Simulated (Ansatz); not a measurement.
# C₂H₃FGaN: small, medium and large basis sets

Aim: see how fast density functionals converge with the basis set for C₂H₃FGaN.

Computed with Ansatz 0.2.0, Gaussian basis. Level: one geometry, several basis sets.

The runs, in order: PBE0-D4/def2-SVP; ωB97M-V/def2-SVP; PBE0-D4/def2-QZVPP; ωB97M-V/def2-QZVPP; the functionals' def2-TZVPP values are taken from earlier runs.

### Step 1. The geometry

All runs share one geometry, relaxed beforehand with PBE0-D4 in a triple-zeta def2 set.

SMILES `F[CH]1N=[CH][GaH]1`, 8 atoms, charge 0, spin multiplicity 1.

Atoms are counted from 1 here; the program's logs count them from 0.

Bond lengths: F1–C2 1.370 Å, C2–N3 1.456 Å, C2–Ga5 2.045 Å, C2–H6 1.093 Å, N3–C4 1.281 Å, C4–Ga5 1.992 Å, C4–H7 1.091 Å, Ga5–H8 1.568 Å. Angles: F1–C2–N3 111.4°, F1–C2–Ga5 120.1°, F1–C2–H6 107.7°, N3–C2–Ga5 87.3°, N3–C2–H6 109.0°, Ga5–C2–H6 119.0°, C2–N3–C4 109.0°, N3–C4–Ga5 94.6°, N3–C4–H7 119.1°, Ga5–C4–H7 145.9°, C2–Ga5–C4 67.1°, C2–Ga5–H8 145.6°, C4–Ga5–H8 141.7°.

### Step 2. PBE0-D4 in def2-SVP

Input file in.yaml:

```yaml
crystal:
  periodic: [false, false, false]
  atoms:
    - {symbol: F, position_ang: [-2.111061, -0.029019, 0.445446]}
    - {symbol: C, position_ang: [-0.832995, 0.462913, 0.394817]}
    - {symbol: N, position_ang: [0.096107, -0.395752, 1.114744]}
    - {symbol: C, position_ang: [1.138612, -0.581032, 0.393572]}
    - {symbol: Ga, position_ang: [0.319352, 0.153997, -1.266324]}
    - {symbol: H, position_ang: [-0.838365, 1.451691, 0.860580]}
    - {symbol: H, position_ang: [1.997726, -1.096061, 0.825366]}
    - {symbol: H, position_ang: [0.322825, -0.023937, -2.824001]}
basis:
  gaussian: {orbitals: def2-SVP}
hamiltonian: {xc: pbe0, dispersion: d4}
output: {orbitals: {seedname: orbitals}}
```

After this run come: ωB97M-V in def2-SVP; PBE0-D4 in def2-QZVPP; ωB97M-V in def2-QZVPP.

Q: Predict the results of all the runs planned. Wanted: PBE0-D4: double and triple zeta above quadruple; ωB97M-V: double and triple zeta above quadruple.

The runs gave:

| quantity | value |
| --- | --- |
| PBE0-D4: double and triple zeta above quadruple | 15.63, 1.51 eV |
| ωB97M-V: double and triple zeta above quadruple | 15.76, 1.46 eV |

**Reading.** For PBE0-D4 the step from double to triple zeta gains 14.12 eV and the next only 1.51 eV. These are total energies; as a rule much of such shifts cancels in differences, which this series doesn't test.
